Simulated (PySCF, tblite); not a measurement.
# C₃H₈OSi₂: geometry, infrared bands and NMR shifts

Aim: predict the infrared bands and NMR shifts of C₃H₈OSi₂ (`O=C[SiH]1C[SiH2]C1`).

Programs: tblite 0.8.0 and PySCF 2.14.0, with density-fitted response routines of our own. Each step states its level of theory. These are calculated values for one molecule in the gas phase, unless marked as measured. Atoms count from 0, in the outputs and in this text.

## 1. The molecule as given

14 atoms, charge 0, multiplicity 1; geometry from: force field or distance geometry start.

Bonds of the start (Å): O0–C1 1.23, C1–Si2 1.83, Si2–C3 1.89, C3–Si4 1.88, Si4–C5 1.89, C5–Si2 1.88, C1–H6 1.09, Si2–H7 1.47, C3–H8 1.09, C3–H9 1.09, Si4–H10 1.46, Si4–H11 1.45, C5–H12 1.09, C5–H13 1.09.

## 2. Optimising the geometry with GFN2-xTB

The job: settings as JSON, then the geometry in Å.

```
{"job": {"kind": "relax", "xc": "GFN2-xTB", "basis": "xTB"}, "charge": 0, "multiplicity": 1}
O      2.622200    -1.910800     0.007100
C      2.259200    -0.752100    -0.203800
Si     0.660200    -0.240600     0.516800
C     -0.021400     1.371800    -0.199600
Si    -1.709000     0.600300     0.114300
C     -0.854800    -1.037600    -0.263500
H      2.859900    -0.040000    -0.768400
H      0.563500    -0.328600     1.979500
H      0.229900     2.216500     0.446400
H      0.150500     1.499200    -1.263500
H     -2.738600     0.971700    -0.847700
H     -2.037000     0.751800     1.518900
H     -0.704500    -1.215700    -1.325300
H     -1.280700    -1.886400     0.266700
```

The run is started by

```console
$ OMP_NUM_THREADS=1 python probes_run.py task.json out
```

This one command runs all jobs of the session in turn.

**Question.** This job is followed by: GFN2-xTB harmonic vibrations, gas phase; GIAO PBE0/pcSseg-1 NMR shielding, non-relativistic, gas phase. Predict these results of the whole session: strongest single infrared mode (GFN2-xTB); zero-point energy (GFN2-xTB); 13C shifts against TMS (PBE0/pcSseg-1, means over atoms taken as alike); 1H shifts against TMS (PBE0/pcSseg-1, means over atoms taken as alike); 17O shifts against H2O (PBE0/pcSseg-1); 29Si shifts against TMS (PBE0/pcSseg-1); surface potential, 1st and 99th percentile.

As calculated:

| quantity | value |
| --- | --- |
| strongest single infrared mode (GFN2-xTB) | 2243 cm⁻¹, 407 km/mol |
| zero-point energy (GFN2-xTB) | 59.6 kcal/mol |
| 13C shifts against TMS (PBE0/pcSseg-1, means over atoms taken as alike) | 244.8, -5.0 ppm |
| 1H shifts against TMS (PBE0/pcSseg-1, means over atoms taken as alike) | 12.50, 5.15, 5.09, 4.81, 0.77, 0.68 ppm |
| 17O shifts against H2O (PBE0/pcSseg-1) | 934.0 ppm |
| 29Si shifts against TMS (PBE0/pcSseg-1) | -21.9, -30.6 ppm |
| surface potential, 1st and 99th percentile | -1.53 V and 1.32 V |

**Reading.** Relaxing lowered the energy by 0.666 eV in 111 steps; the close pair that moved most is C1–Si2, from 1.827 to 1.913 Å. No mode is imaginary among the 36: a minimum at this level. The strongest single mode, at 2243 cm⁻¹, moves mainly H10. Unscaled tight-binding wavenumbers are off by several per cent, some by more. Its intensities can rank the bands wrongly. At PBE0/pcSseg-1: The widest tensor belongs to O0: span 2076 ppm, with a paramagnetic part of -993 ppm. At PBE0/pcSseg-1, counted by nearest atom on the grid, the HOMO lies on O0 50 %; H6 14 %, the LUMO on C1 35 %; O0 28 %.
